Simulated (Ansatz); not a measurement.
# CH₅F₃GaN: small, medium and large basis sets

One table from this session's results is given with a row withheld; the runs are named, their logs left out.

Method: one geometry, several basis sets; program: Ansatz 0.2.0, Gaussian basis.

Levels to be run: PBE0-D4/def2-SVP; ωB97M-V/def2-SVP; PBE0-D4/def2-QZVPP; ωB97M-V/def2-QZVPP; the functionals' def2-TZVPP values are taken from earlier runs.

**The geometry**

All runs share one geometry, relaxed beforehand with PBE0-D4 in a triple-zeta def2 set.

SMILES `C[NH2+][Ga-]([F])([F])[F]`, 11 atoms, charge 0, spin multiplicity 1.

Atoms are counted from 1 here; the program's logs count them from 0.

Bond lengths: C1–N2 1.476 Å, C1–H7 1.091 Å, C1–H8 1.089 Å, C1–H9 1.089 Å, N2–Ga3 2.039 Å, N2–H10 1.016 Å, N2–H11 1.016 Å, Ga3–F4 1.759 Å, Ga3–F5 1.757 Å, Ga3–F6 1.759 Å. Angles: N2–C1–H7 111.6°, N2–C1–H8 108.5°, N2–C1–H9 108.5°, H7–C1–H8 109.8°, H7–C1–H9 109.8°, H8–C1–H9 108.5°, C1–N2–Ga3 112.1°, C1–N2–H10 110.7°, C1–N2–H11 110.7°, Ga3–N2–H10 108.2°, Ga3–N2–H11 108.3°, H10–N2–H11 106.6°, N2–Ga3–F4 100.2°, N2–Ga3–F5 101.7°, N2–Ga3–F6 100.2°, F4–Ga3–F5 116.9°, F4–Ga3–F6 116.0°, F5–Ga3–F6 117.0°.

Geometry (Å):

```
C    -0.0233   -1.1144    0.8483
N     0.6555   -0.2970   -0.1767
Ga   -0.4489    1.3295   -0.7178
F    -1.9054    0.5359   -1.3044
F     0.5888    2.0791   -1.9208
F    -0.5851    2.1432    0.8362
H     0.5746   -1.9817    1.1312
H    -0.9825   -1.4415    0.4499
H    -0.2058   -0.4912    1.7223
H     1.5561    0.0286    0.1624
H     0.8410   -0.8475   -1.0101
```

The first run:

Contents of in.yaml:

```yaml
crystal:
  periodic: [false, false, false]
  atoms:
    - {symbol: C, position_ang: [-0.023278, -1.114445, 0.848253]}
    - {symbol: N, position_ang: [0.655543, -0.297038, -0.176696]}
    - {symbol: Ga, position_ang: [-0.448863, 1.329537, -0.717785]}
    - {symbol: F, position_ang: [-1.905362, 0.535930, -1.304381]}
    - {symbol: F, position_ang: [0.588792, 2.079055, -1.920771]}
    - {symbol: F, position_ang: [-0.585136, 2.143163, 0.836168]}
    - {symbol: H, position_ang: [0.574648, -1.981677, 1.131173]}
    - {symbol: H, position_ang: [-0.982463, -1.441472, 0.449942]}
    - {symbol: H, position_ang: [-0.205774, -0.491178, 1.722264]}
    - {symbol: H, position_ang: [1.556074, 0.028572, 0.162397]}
    - {symbol: H, position_ang: [0.841019, -0.847548, -1.010064]}
basis:
  gaussian: {orbitals: def2-SVP}
hamiltonian: {xc: pbe0, dispersion: d4}
output: {orbitals: {seedname: orbitals}}
```

The run is started by

```sh
$ ansatz run in.yaml --threads 4 --pin off --events-out ev --progress --plain --max-ram 11315MiB
```

Among the steps run: PBE0-D4 in def2-SVP; ωB97M-V in def2-SVP; PBE0-D4 in def2-QZVPP; ωB97M-V in def2-QZVPP.

One of the session's tables, all rows but one given; the rest of the session is left out.

It belongs to the step «Density functionals: the series». 

```
functional       basis  HOMO (eV)
   PBE0-D4    def2-SVP      -9.85
   PBE0-D4  def2-TZVPP     -10.03
   PBE0-D4  def2-QZVPP     -10.08
   ωB97M-V    def2-SVP     -12.25
   ωB97M-V  def2-TZVPP          ?
   ωB97M-V  def2-QZVPP     -12.48
```

**Question.** Estimate the row for ωB97M-V, def2-TZVPP.

**Answer.** HOMO (eV): -12.43. In the column «HOMO (eV)» it lies between ωB97M-V, def2-QZVPP (-12.48) and ωB97M-V, def2-SVP (-12.25).
